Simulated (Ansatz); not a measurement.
# CH3NSSe: small, medium and large basis sets

An exercise on one series of results from a longer session: the logs are not shown, and one member is left open.

Computed with Ansatz 0.2.0, Gaussian basis. Level: one geometry, several basis sets.

Levels to be run: PBE0-D4/def2-SVP; ωB97M-V/def2-SVP; PBE0-D4/def2-QZVPP; ωB97M-V/def2-QZVPP; the functionals' def2-TZVPP values are taken from earlier runs.

## The geometry

All runs share one geometry, relaxed beforehand with PBE0-D4 in a triple-zeta def2 set.

SMILES `NC(=S)[SeH]`, 7 atoms, charge 0, spin multiplicity 1.

Atoms are counted from 1 here; the program's logs count them from 0.

Bond lengths: N1–C2 1.339 Å, N1–H5 1.006 Å, N1–H6 1.005 Å, C2–S3 1.633 Å, C2–Se4 1.923 Å, Se4–H7 1.462 Å. Angles: C2–N1–H5 118.1°, C2–N1–H6 122.9°, H5–N1–H6 119.0°, N1–C2–S3 124.3°, N1–C2–Se4 111.6°, S3–C2–Se4 124.2°, C2–Se4–H7 92.6°.

Set-up of the first run:

in.yaml

```yaml
crystal:
  periodic: [false, false, false]
  atoms:
    - {symbol: N, position_ang: [-0.827264, 0.434311, 0.690773]}
    - {symbol: C, position_ang: [0.192400, -0.221557, 0.122412]}
    - {symbol: S, position_ang: [1.108831, -1.335826, 0.887053]}
    - {symbol: Se, position_ang: [0.443985, 0.313186, -1.707588]}
    - {symbol: H, position_ang: [-1.046144, 0.228970, 1.651481]}
    - {symbol: H, position_ang: [-1.380463, 1.114924, 0.199224]}
    - {symbol: H, position_ang: [1.569955, -0.602007, -1.889056]}
basis:
  gaussian: {orbitals: def2-SVP}
hamiltonian: {xc: pbe0, dispersion: d4}
output: {orbitals: {seedname: orbitals}}
```

The run is started by

```
$ ansatz run in.yaml --threads 2 --pin off --events-out ev --progress --plain --max-ram 4352MiB
```

Among the steps run: PBE0-D4 in def2-SVP; ωB97M-V in def2-SVP; PBE0-D4 in def2-QZVPP; ωB97M-V in def2-QZVPP.

One of the session's tables, all rows but one given; the rest of the session is left out.

It belongs to the step «Density functionals: the series». 

```
functional       basis  HOMO (eV)
   PBE0-D4    def2-SVP      -6.18
   PBE0-D4  def2-TZVPP      -6.38
   PBE0-D4  def2-QZVPP      -6.42
   ωB97M-V    def2-SVP          ?
   ωB97M-V  def2-TZVPP      -8.49
   ωB97M-V  def2-QZVPP      -8.54
```

Q: Estimate the row for ωB97M-V, def2-SVP from the others.

The run gave: HOMO (eV): -8.25. In the column «HOMO (eV)» it lies between ωB97M-V, def2-TZVPP (-8.49) and PBE0-D4, def2-QZVPP (-6.42).
